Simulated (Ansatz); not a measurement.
Below is the output of a Python script on Ansatz 0.2.0, Python API that makes a test of the smearing width of Si2W, space group I4/mmm. Write a script that gives it. Settings (first run): PBE, PAW, the default cutoff (420 eV here), 12×12×12 k-points, Methfessel-Paxton smearing of 0.25 eV. The script varies width (eV): 0.25, 0.15, 0.1, 0.05, 0.025.

```
CELL_PARAMETERS angstrom
-1.60690 1.60690 3.91495
1.60690 -1.60690 3.91495
1.60690 1.60690 -3.91495
ATOMIC_POSITIONS crystal
Si 0.33470 0.33470 0.00000
Si 0.66530 0.66530 0.00000
W 0.00000 0.00000 0.00000
```

Output of `python si2w.py`:
```text
  width (eV)   F/atom (eV)    iterations      k-points
        0.25   -3885.81807             5           163
        0.15   -3885.81825             5           163
         0.1   -3885.81827             6           163
        0.05   -3885.81829             5           163
       0.025   -3885.81828             5           163
0.25: +0.22 meV/atom  (within 5 meV)
0.15: +0.03 meV/atom  (within 5 meV)
0.1: +0.01 meV/atom  (within 5 meV)
0.05: -0.00 meV/atom  (within 5 meV)
```

The script that was run (others could print the same):

Script `si2w.py`:
```python
"""Smearing width test for Si2W."""

import warnings

import ansatz as az


def main() -> None:
    warnings.simplefilter("ignore", az.DeckWarning)

    structure = (
        az.Lattice.from_parameters(3.2138, 3.2138, 7.8299, alpha=90, beta=90, gamma=90)
        .space_group(139, hermann_mauguin="I4/mmm")
        .atom("Si", (0.0, 0.0, 0.3347))
        .atom("W", (0.0, 0.0, 0.0))
        .primitive()
    )

    setup = (
        structure.calculation()
        .functional(az.Functional.PBE)
        .kpoints(12, center="gamma")
    )

    rows = []
    for value in [0.25, 0.15, 0.1, 0.05, 0.025]:
        report = setup.occupations("methfessel_paxton", width=value).run().report
        rows.append((value, report["free_energy_ev"] / len(report["lattice"]["sites"]), report["n_iterations"], report["n_kpoints"]))

    print("  width (eV)   F/atom (eV)    iterations      k-points")
    for row in rows:
        print(f"{str(row[0]):>12s}  {row[1]:12.5f}  {row[2]:12d}  {row[3]:12d}")

    # differences from the last row
    for row in rows[:-1]:
        shift = 1000 * (row[1] - rows[-1][1])
        print(f"{row[0]}: {shift:+.2f} meV/atom" + ("  (within 5 meV)" if abs(shift) < 5 else ""))


if __name__ == "__main__":
    main()
```

What to keep in mind:
- The narrowest width needs the finest mesh, so the last row is no converged reference.
- Spin-orbit coupling, which matters for elements this heavy, is left out.
- The starting cell is as deposited in a crystallographic database; the results hold for this polymorph, which needn't be the stable one.
- Run time: 21 s on 1 thread of Arm Neoverse V2, with other jobs on the host, peak memory 0.42 GiB.
